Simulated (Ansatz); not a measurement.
# MnSb: the cost of one run

Program: Ansatz 0.2.0. Level of theory: DFT r2SCAN, scalar-relativistic, plane waves, PAW. These are calculated values, not measurements.

## Step 1: The starting structure

The structure is hexagonal, space group P6_3/mmc (No. 194). Conventional cell: a = 4.130 Å, b = 4.130 Å, c = 5.800 Å, α = 90.00°, β = 90.00°, γ = 120.00°. Mn (site symmetry -3m) is surrounded by 6 Sb at 2.79 Å and 2 Mn at 2.90 Å. Sb (site symmetry -6m2) is surrounded by 6 Mn at 2.79 Å.

Structure file:

```
CELL_PARAMETERS angstrom
4.13000 0.00000 0.00000
-2.06500 3.57668 0.00000
0.00000 0.00000 5.80000
ATOMIC_POSITIONS crystal
Mn 0.00000 0.00000 0.00000
Mn 0.00000 0.00000 0.50000
Sb 0.33333 0.66667 0.25000
Sb 0.66667 0.33333 0.75000
```

(A quick probe on a coarse mesh, which set the mesh and smearing, is not shown.)

## Step 3: The relaxation

Contents of input.yaml:

```yaml
crystal:
  lattice:
    - [4.1299978706, 0.0, 0.0]
    - [-2.0649989353, 3.5766830735, 0.0]
    - [0.0, 0.0, 5.8]
  atoms:
    - { symbol: Mn, position: [0.0, 0.0, 0.0], spin: 4.22 }
    - { symbol: Mn, position: [0.0, 0.0, 0.5], spin: 4.22 }
    - { symbol: Sb, position: [0.3333333333, 0.6666666667, 0.25], spin: -0.19 }
    - { symbol: Sb, position: [0.6666666667, 0.3333333333, 0.75], spin: -0.19 }
basis:
  ecutwfc: 500
kpoints:
  mp_grid: { grid: [12, 12, 8] }
hamiltonian:
  xc: r2scan
scf:
  occupations: { method: gaussian, width: 0.1 }
output:
  forces: true
  stress: true
  eigenvalues: true
  populations: true
magnetization:
  spin_polarized: true
relax:
  adjacent_minimum: "off"
  f_tol: 0.01
  max_steps: 80
  cell: { stress_tol: 0.05 }
```

Command:

```console
$ ansatz run input.yaml --threads 1 --pin off --max-ram 2560MiB --backend cpu --events-out ev --progress --plain --runs-dir out
```

Q: Estimate wall time and peak memory on 1 thread of Intel Xeon Platinum 8488C (Sapphire Rapids), shared host.

About 5.9 min, with a peak of 1.1 GiB.
